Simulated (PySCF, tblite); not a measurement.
# C3H7SSi radical: geometry, infrared bands and EPR parameters

Aim: predict the infrared bands and EPR parameters of C3H7SSi radical (`C=C[SiH]SC`).

Computed with tblite 0.8.0 and PySCF 2.14.0, with density-fitted response routines of our own, on a single molecule in the gas phase. Atoms are numbered from 0 throughout.

## 1. The molecule as given

12 atoms, charge 0, multiplicity 2; geometry from: force field or distance geometry start.

Bonds of the start (Å): C0–C1 1.34, C1–Si2 1.78, Si2–S3 2.09, S3–C4 1.83, C0–H5 1.08, C0–H6 1.09, C1–H7 1.10, Si2–H8 1.42, C4–H9 1.11, C4–H10 1.10, C4–H11 1.11.

## 2. Geometry optimisation with GFN2-xTB

What the job is given:

```
{"job": {"kind": "relax", "xc": "GFN2-xTB", "basis": "xTB"}, "charge": 0, "multiplicity": 2}
C      2.843600    -0.198400     0.389600
C      1.722600    -0.467700    -0.299400
Si     0.217500     0.477700    -0.218600
S     -1.599000    -0.482800    -0.583700
C     -2.807800     0.035300     0.688700
H      2.929200     0.646000     1.062400
H      3.701500    -0.858400     0.256200
H      1.776800    -1.358500    -0.935800
H      0.215400     1.764200     0.377700
H     -3.291300    -0.862500     1.114800
H     -3.494500     0.738400     0.187500
H     -2.212800     0.566100     1.463900
```

On the command line:

```
OMP_NUM_THREADS=1 python probes_run.py task.json out
```

This one command runs all jobs of the session in turn.

Standard output:

```text
step      E/eV     max force
  0    -404.65930    1.767
  1    -404.75050    0.813
  2    -404.79963    0.499
  3    -404.82361    0.431
  4    -404.83928    0.320
  5    -404.84959    0.350
  6    -404.85914    0.323
  7    -404.87019    0.265
  8    -404.88101    0.279
  9    -404.89101    0.297
 10    -404.89800    0.212
 11    -404.90265    0.178
 12    -404.90683    0.210
 13    -404.91099    0.246
 14    -404.91549    0.187
 15    -404.92036    0.244
 16    -404.92549    0.221
 17    -404.93022    0.201
 18    -404.93398    0.172
 19    -404.93713    0.200
 20    -404.94084    0.211
 21    -404.94574    0.232
 22    -404.95040    0.262
 23    -404.95307    0.158
 24    -404.95419    0.084
 25    -404.95481    0.076
 26    -404.95552    0.088
 27    -404.95615    0.093
 28    -404.95659    0.052
 29    -404.95686    0.045
 30    -404.95709    0.043
 31    -404.95747    0.065
 32    -404.95785    0.057
 33    -404.95818    0.051
 34    -404.95840    0.040
 35    -404.95855    0.028
 36    -404.95867    0.030
 37    -404.95878    0.028
 38    -404.95886    0.022
 39    -404.95892    0.027
 40    -404.95897    0.026
 41    -404.95906    0.038
 42    -404.95922    0.059
 43    -404.95951    0.071
 44    -404.95991    0.058
 45    -404.96032    0.053
 46    -404.96068    0.044
 47    -404.96104    0.067
 48    -404.96146    0.080
 49    -404.96191    0.063
 50    -404.96226    0.042
 51    -404.96251    0.044
 52    -404.96278    0.058
 53    -404.96316    0.077
 54    -404.96372    0.093
 55    -404.96451    0.110
 56    -404.96562    0.129
 57    -404.96717    0.145
 58    -404.96909    0.150
 59    -404.96855    0.229
 60    -404.97192    0.229
 61    -404.97418    0.125
 62    -404.97657    0.069
 63    -404.97844    0.188
 64    -404.98008    0.057
 65    -404.98080    0.057
 66    -404.98156    0.091
 67    -404.98226    0.087
 68    -404.98495    0.125
 69    -404.98757    0.148
 70    -404.98781    0.308
 71    -404.99086    0.159
 72    -404.99231    0.106
 73    -404.99387    0.145
 74    -404.99565    0.115
 75    -404.99870    0.096
 76    -405.00123    0.142
 77    -405.00229    0.164
 78    -405.00222    0.286
 79    -405.00484    0.131
 80    -405.00619    0.097
 81    -405.00787    0.080
 82    -405.00887    0.050
 83    -405.00916    0.058
 84    -405.00943    0.074
 85    -405.00967    0.045
 86    -405.00986    0.026
 87    -405.00996    0.026
 88    -405.01010    0.022
 89    -405.01019    0.031
 90    -405.01028    0.036
 91    -405.01041    0.045
 92    -405.01068    0.065
 93    -405.01123    0.090
 94    -405.01209    0.100
 95    -405.01303    0.078
 96    -405.01405    0.050
 97    -405.01441    0.068
 98    -405.01475    0.059
 99    -405.01531    0.068
100    -405.01592    0.041
101    -405.01613    0.038
102    -405.01627    0.038
103    -405.01640    0.043
104    -405.01661    0.043
105    -405.01690    0.046
106    -405.01718    0.046
107    -405.01763    0.052
108    -405.01817    0.050
109    -405.01880    0.050
110    -405.01937    0.066
111    -405.01996    0.082
112    -405.02090    0.095
113    -405.02248    0.119
114    -405.02437    0.149
115    -405.01668    0.507
116    -405.02671    0.089
117    -405.02734    0.125
118    -405.02832    0.061
119    -405.02882    0.089
120    -405.02916    0.069
121    -405.02950    0.041
122    -405.02968    0.033
123    -405.02997    0.035
124    -405.03033    0.047
125    -405.03063    0.035
126    -405.03075    0.064
127    -405.03092    0.036
128    -405.03102    0.015
129    -405.03118    0.018
130    -405.03131    0.020
131    -405.03138    0.015
132    -405.03140    0.009
```

Run time: 0.76 s. Hardware: 1 thread of Arm Neoverse V1, shared host.

Relaxation path: (not every step is listed)

| step | energy from step 0 (eV) | largest force (eV/Å) |
| --- | --- | --- |
| 0 | 0.0000 | 1.7670 |
| 1 | -0.0912 | 0.8127 |
| 2 | -0.1403 | 0.4989 |
| 3 | -0.1643 | 0.4306 |
| 4 | -0.1800 | 0.3198 |
| 5 | -0.1903 | 0.3497 |
| 6 | -0.1998 | 0.3229 |
| 7 | -0.2109 | 0.2655 |
| 8 | -0.2217 | 0.2787 |
| 19 | -0.2778 | 0.1998 |
| 30 | -0.2978 | 0.0433 |
| 41 | -0.2998 | 0.0377 |
| 52 | -0.3035 | 0.0582 |
| 63 | -0.3191 | 0.1881 |
| 74 | -0.3364 | 0.1153 |
| 85 | -0.3504 | 0.0452 |
| 96 | -0.3548 | 0.0500 |
| 107 | -0.3583 | 0.0522 |
| 118 | -0.3690 | 0.0613 |
| 127 | -0.3716 | 0.0364 |
| 128 | -0.3717 | 0.0153 |
| 129 | -0.3719 | 0.0177 |
| 130 | -0.3720 | 0.0202 |
| 131 | -0.3721 | 0.0154 |
| 132 | -0.3721 | 0.0085 |

Close pairs (by a distance rule), those that changed most:

| bond | before (Å) | after (Å) | change (Å) |
| --- | --- | --- | --- |
| C1–Si2 | 1.779 | 1.848 | +0.069 |
| Si2–S3 | 2.087 | 2.153 | +0.066 |
| Si2–H8 | 1.418 | 1.459 | +0.041 |
| C4–H11 | 1.112 | 1.086 | -0.026 |
| C4–H9 | 1.105 | 1.085 | -0.020 |
| C4–H10 | 1.103 | 1.086 | -0.018 |
| C0–H6 | 1.091 | 1.078 | -0.013 |
| C1–H7 | 1.096 | 1.084 | -0.012 |

The final coordinates are the input of the step that follows.

## 3. Harmonic vibrations with GFN2-xTB

What the job is given:

```
{"job": {"kind": "ir", "xc": "GFN2-xTB", "basis": "xTB"}, "charge": 0, "multiplicity": 2}
C      2.960553    -0.039594     0.065621
C      1.738256    -0.479970    -0.229621
Si     0.176872     0.353779     0.300702
S     -1.457673    -1.046897     0.334416
C     -2.843678     0.124996     0.472339
H      3.116752     0.818124     0.698396
H      3.850065    -0.525884    -0.299906
H      1.638111    -1.339289    -0.882139
H      0.177344     1.117951     1.543400
H     -3.741185    -0.466491     0.620916
H     -2.925416     0.701286    -0.444032
H     -2.688803     0.781304     1.323320
```

Standard output:

```text
mode    cm-1     km/mol
  1      37.6      0.88
  2      84.7      0.43
  3     101.5      1.20
  4     118.2      0.69
  5     197.4      3.23
  6     294.3      0.95
  7     385.3     26.13
  8     508.4     28.41
  9     519.6     60.00
 10     600.0    137.64
 11     720.5      6.58
 12     766.3     24.51
 13     870.5     15.04
 14     944.1      1.33
 15     957.1      1.55
 16     986.5     12.41
 17    1007.0     14.91
 18    1256.3      0.62
 19    1322.8      1.36
 20    1408.7      9.18
 21    1453.0      7.04
 22    1460.7      7.46
 23    1593.7     36.20
 24    2273.3    252.85
 25    3026.8      5.13
 26    3029.7     20.58
 27    3032.3     10.53
 28    3056.3      2.82
 29    3091.0     16.32
 30    3113.1     41.71
```

Wall time 0.32 s (1 thread of Arm Neoverse V1, shared host).

Which atoms move in the most intense modes:

| cm⁻¹ | km/mol | atoms |
| --- | --- | --- |
| 385 | 26.1 | H8 60 % |
| 508 | 28.4 | C1 26 %, H6 24 %, H8 17 %, H5 14 % |
| 520 | 60.0 | Si2 45 %, S3 35 % |
| 600 | 137.6 | H8 86 % |
| 766 | 24.5 | Si2 36 %, C1 35 %, H6 11 % |
| 1594 | 36.2 | C0 46 %, C1 41 % |
| 2273 | 252.8 | H8 97 % |
| 3113 | 41.7 | H5 61 %, H6 29 % |

## 4. g tensor and hyperfine couplings: B3LYP/pcH-1

Settings changed since step 3:

```diff
@@ -1,2 +1,2 @@
-{"job": {"kind": "ir", "xc": "GFN2-xTB", "basis": "xTB"}, "charge": 0, "multiplicity": 2}
+{"job": {"kind": "epr", "basis": "pcH-1"}, "charge": 0, "multiplicity": 2}
 C      2.960553    -0.039594     0.065621
```

Method: UKS B3LYP, pcH-1 on C H S Si, non-relativistic, mean-field spin-orbit, GIAO.

Standard output:

```text
UKS, coarse grid
  cycle   1  E = -806.14698748  |g| = 3.29e-01
  cycle   2  E = -806.10188135  |g| = 4.20e-01
  cycle   3  E = -806.20263960  |g| = 4.37e-02
  cycle   4  E = -806.20352961  |g| = 2.88e-02
  cycle   5  E = -806.20397259  |g| = 1.02e-02
  cycle   6  E = -806.20403593  |g| = 3.88e-03
  cycle   7  E = -806.20404508  |g| = 1.14e-03
  cycle   8  E = -806.20404558  |g| = 6.95e-04
UKS, final grid
  cycle   1  E = -806.20405387  |g| = 9.36e-04
  cycle   2  E = -806.20405334  |g| = 1.40e-03
  cycle   3  E = -806.20405443  |g| = 1.46e-04
  cycle   4  E = -806.20405445  |g| = 8.15e-05
  cycle   5  E = -806.20405447  |g| = 4.76e-05
  cycle   6  E = -806.20405448  |g| = 7.57e-06
E = -806.20405448 Eh   <S^2> = 0.7573 (exact 0.7500)
g shifts (ppm)      1          2          3
  rmc          -151       -151       -151
  gc             17         53         42
  oz_so        -397       1484       7412
  total        -530       1386       7303
hyperfine (MHz)  atom isotope    a_iso     a_fc   dipolar eigenvalues
    0   13C      17.06      17.10    -16.26    -15.19     31.45
    1   13C       3.64       3.63    -13.90      3.97      9.93
    2  29Si    -430.88    -431.53   -146.05     71.54     74.51
    3   33S       4.17       4.17    -15.13    -13.25     28.38
    4   13C      14.60      14.59     -1.06     -0.38      1.44
    5    1H     -10.68     -10.68     -4.85     -1.55      6.40
    6    1H     -10.76     -10.76     -8.14     -0.80      8.94
    7    1H       4.75       4.75     -3.17     -0.98      4.15
    8    1H      82.50      82.46     -7.79      0.82      6.96
    9    1H      -1.12      -1.13     -1.68     -0.94      2.62
   10    1H       4.06       4.06     -2.80     -1.35      4.14
   11    1H       2.58       2.56     -2.29     -1.07      3.36
```

It took 42 s on 1 thread of Arm Neoverse V1, shared host; peak memory 0.7 GiB.

Principal g values 2.00179, 2.00371, 2.00962; g(iso) = 2.00504, against 2.00232 for a free electron.

Hyperfine couplings; where a row names several nuclei, a(iso) is their mean (it holds for fast rotation or exchange) and the dipolar term the largest among them:

| nuclei | isotope | a(iso) (MHz) | a(iso) (G, at g = 2.0023) | largest dipolar term (MHz) |
| --- | --- | --- | --- | --- |
| Si2 | 29Si | -430.9 | -153.7 | -146.0 |
| H8 | 1H | 82.5 | 29.4 | -7.8 |
| C0 | 13C | 17.1 | 6.1 | 31.4 |
| C4 | 13C | 14.6 | 5.2 | 1.4 |
| H6 | 1H | -10.8 | -3.8 | 8.9 |
| H5 | 1H | -10.7 | -3.8 | 6.4 |
| H7 | 1H | 4.8 | 1.7 | 4.1 |
| S3 | 33S | 4.2 | 1.5 | 28.4 |
| C1 | 13C | 3.6 | 1.3 | -13.9 |
| H9, H10, H11 | 1H | 1.8 | 0.7 | 4.1 |

Mulliken spin populations:

| atom | value (e) |
| --- | --- |
| C0 | 0.20 |
| C1 | -0.10 |
| Si2 | 0.78 |
| S3 | 0.10 |
| C4 | 0.00 |
| H5 | -0.01 |
| H6 | -0.01 |
| H7 | 0.00 |
| H8 | 0.03 |
| H9 | 0.00 |
| H10 | 0.01 |
| H11 | 0.00 |

In first order the couplings over 0.8 MHz of 1H give 64 distinct lines over 40.8 G, if the averaged nuclei exchange fast; the same motion can average rows kept apart here too.

The fields below are evaluated on a grid from the run's orbitals.

ELF in a plane through or near 9 of the atoms.

Ten even steps from ' ' (0.00) to '@' (1.00):
```
                                                        
                                                        
                                                        
                        --****--                        
              ..      --%%@@@@%%::                      
          ..##@@**    ++@@@@@@@@--    ==++..            
          ++@@@@@@::  ++@@@@@@@@::  ++@@@@##..          
          ==@@@@@@--  --@@@@@@%%..  %%@@@@%%..          
          ::%%@@%%::  ::====**==  ..%%@@@@##..          
      ..--++**++++==--**..--..--::..**@@%%++--..        
      ##@@@@@@--##%%==@@==..--%%##**##::++@@@@%%::      
    ..%%@@@@@@**##--::%%##::%%%%::==%%**@@@@@@@@--      
      **@@@@%%::--####**--..****::::##==##@@@@@@::      
        ****..  ++@@@@##..  ++%%**####..::##%%++        
                ##@@@@%%    ++%%@@@@##::    ..          
                ##@@@@##    ==##%%%%**::                
                ::**##..    ::++****--..                
                              ..::::                    
                                                        
                                                        
```
The map spans 13.0 Å across and 8.5 Å up, centred on the molecule. Atoms in the plane (x, y in Å): C0 (-3.0, 0.1), C1 (-1.8, -0.5), Si2 (-0.2, 0.3), C4 (2.9, -0.1), H5 (-3.0, 1.2), H6 (-3.9, -0.4), H7 (-1.8, -1.6), H8 (0.0, 1.7), H11 (2.8, 1.0).

On the surface of density 0.002 e/bohr³ the electrostatic potential runs, from the 1st to the 99th percentile, from -0.94 V near S3 to 0.94 V near H5.

The spin density lies nearest to Si2 55 %; C0 12 %; S3 11 %; H8 7 %.

## 5. Outcome

```
                                                                  quantity                    value
                                 strongest single infrared mode (GFN2-xTB)    2273 cm⁻¹, 253 km/mol
                                              zero-point energy (GFN2-xTB)            54.6 kcal/mol
                                                            g(iso) (B3LYP)                  2.00504
                                                                      ⟨S²⟩       0.757 (exact 0.75)
                                        largest a(iso) (averaged by class)  29Si on Si2, -430.9 MHz
potential on the surface of density 0.002 e/bohr³, 1st and 99th percentile       -0.94 V and 0.94 V
```

In words: The optimisation took 132 steps and gained 0.372 eV; among the close pairs (by a distance rule), C1–Si2 changed most, from 1.779 to 1.848 Å. No mode is imaginary among the 30: a minimum at this level. The strongest single mode, at 2273 cm⁻¹, moves mainly H8. Unscaled tight-binding wavenumbers are off by several per cent, some by more. Its intensities can rank the bands wrongly. Most of the unpaired spin sits on Si2 (0.78 e). The isotropic g lies 2.7 ppt above the free-electron value. These values are for one conformer; the search (at its own cheap level) found 2 more, at 0.61, 0.67 kcal/mol, and measured spectra average over such forms.
